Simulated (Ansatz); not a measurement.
# BeCd2S3: the cost of one run

Method: DFT PBE, scalar-relativistic, plane waves, PAW, in Ansatz 0.2.0.

## Step 1: The structure to begin with

It takes space group P6mm (No. 183, hexagonal). Conventional cell: a = 4.483 Å, b = 4.483 Å, c = 8.116 Å, α = 90.00°, β = 90.00°, γ = 120.00°. Be (site symmetry 6mm) is surrounded by 1 S at 1.41 Å. Cd (site symmetry 6mm) has 1 S at 1.73 Å and 1 Cd at 1.95 Å as nearest neighbours. Cd (site symmetry 6mm) is surrounded by 1 Cd at 1.95 Å. S (site symmetry 3m) has 3 S at 2.59 Å and 3 Cd at 2.59 Å as nearest neighbours. S (site symmetry 6mm) has 1 Be at 1.41 Å and 1 Cd at 1.73 Å as nearest neighbours.

Structure file:

```
CELL_PARAMETERS angstrom
4.48253 0.00000 0.00000
-2.24126 3.88198 0.00000
0.00000 0.00000 8.11610
ATOMIC_POSITIONS crystal
Be 0.00000 0.00000 0.44256
Cd 0.00000 0.00000 0.83038
Cd 0.00000 0.00000 0.07062
S 0.33333 0.66667 0.85355
S 0.66667 0.33333 0.85355
S 0.00000 0.00000 0.61675
```

Recipe of the guess: random cell by space group and Wyckoff sites (P6mm, No. 183). The dimensions are guesses.

## Step 2: The guess as it stands, on a coarse mesh

input.yaml reads:

```yaml
crystal:
  lattice:
    - [4.48252695, 0.0, 0.0]
    - [-2.24126347, 3.88198221, 0.0]
    - [0.0, 0.0, 8.11609596]
  atoms:
    - { symbol: Be, position: [0.0, 0.0, 0.44256373] }
    - { symbol: Cd, position: [0.0, 0.0, 0.8303825] }
    - { symbol: Cd, position: [0.0, 0.0, 0.0706205] }
    - { symbol: S, position: [0.33333333, 0.66666667, 0.85354684] }
    - { symbol: S, position: [0.66666667, 0.33333333, 0.85354684] }
    - { symbol: S, position: [0.0, 0.0, 0.61675394] }
basis:
  ecutwfc: 420
kpoints:
  mp_grid: { grid: [6, 6, 2] }
hamiltonian:
  xc: pbe
scf:
  occupations: { method: gaussian, width: 0.1 }
  lower_state_search: "off"
output:
  forces: true
  stress: true
  eigenvalues: true
```

Run with:

```
$ ansatz run input.yaml --threads 1 --pin off --max-ram 2560MiB --backend cpu --events-out ev --progress --plain --runs-dir out
```

Q: Estimate wall time and peak memory on 1 thread of Intel Xeon at 2.50GHz (Skylake/Cascade Lake), shared host.

About 16 s, with a peak of 0.38 GiB.
